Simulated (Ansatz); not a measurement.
# GaH₄NO: basis-set convergence

An exercise on one series of results from a longer session: the logs are not shown, and one member is left open.

Program: Ansatz 0.2.0, Gaussian basis. Level of theory: one geometry, several basis sets. These are calculated values, not measurements.

The runs, in order: PBE0-D4/def2-SVP; ωB97M-V/def2-SVP; PBE0-D4/def2-QZVPP; ωB97M-V/def2-QZVPP; the functionals' def2-TZVPP values are taken from earlier runs.

## The geometry

The geometry comes from an earlier relaxation with PBE0-D4 in a triple-zeta def2 set; it is a stationary point, not always the lowest conformer.

SMILES `[NH2][GaH][OH]`, 7 atoms, charge 0, spin multiplicity 1.

Atoms are counted from 1 here; the program's logs count them from 0.

Bond lengths: N1–Ga2 1.813 Å, N1–H4 1.005 Å, N1–H5 1.005 Å, Ga2–O3 1.789 Å, Ga2–H6 1.547 Å, O3–H7 0.959 Å. Angles: Ga2–N1–H4 124.9°, Ga2–N1–H5 123.2°, H4–N1–H5 111.9°, N1–Ga2–O3 117.7°, N1–Ga2–H6 124.0°, O3–Ga2–H6 118.4°, Ga2–O3–H7 114.5°.

Set-up of the first run:

Contents of in.yaml:

```yaml
crystal:
  periodic: [false, false, false]
  atoms:
    - {symbol: N, position_ang: [-1.169127, 0.089640, -0.272703]}
    - {symbol: Ga, position_ang: [0.386807, -0.009581, 0.652676]}
    - {symbol: O, position_ang: [1.898546, -0.208673, -0.282263]}
    - {symbol: H, position_ang: [-1.247057, 0.041234, -1.273742]}
    - {symbol: H, position_ang: [-2.065556, 0.201734, 0.168141]}
    - {symbol: H, position_ang: [0.481254, 0.067550, 2.194549]}
    - {symbol: H, position_ang: [1.776531, -0.249904, -1.232357]}
basis:
  gaussian: {orbitals: def2-SVP}
hamiltonian: {xc: pbe0, dispersion: d4}
output: {orbitals: {seedname: orbitals}}
```

Among the steps run: PBE0-D4 in def2-SVP; ωB97M-V in def2-SVP; PBE0-D4 in def2-QZVPP; ωB97M-V in def2-QZVPP.

One table of the session follows, with a row left open; its other results are not shown here.

It belongs to the step «Functionals by basis». 

```
functional       basis  HOMO (eV)  LUMO (eV)
   PBE0-D4    def2-SVP      -7.17       0.15
   PBE0-D4  def2-TZVPP          ?          ?
   PBE0-D4  def2-QZVPP      -7.46      -0.22
   ωB97M-V    def2-SVP      -9.55       1.91
   ωB97M-V  def2-TZVPP      -9.80       1.58
   ωB97M-V  def2-QZVPP      -9.86       1.18
```

Q: Estimate the row for PBE0-D4, def2-TZVPP from the others.

The run gave: HOMO (eV): -7.40; LUMO (eV): -0.09. In the column «HOMO (eV)» it lies between PBE0-D4, def2-QZVPP (-7.46) and PBE0-D4, def2-SVP (-7.17).
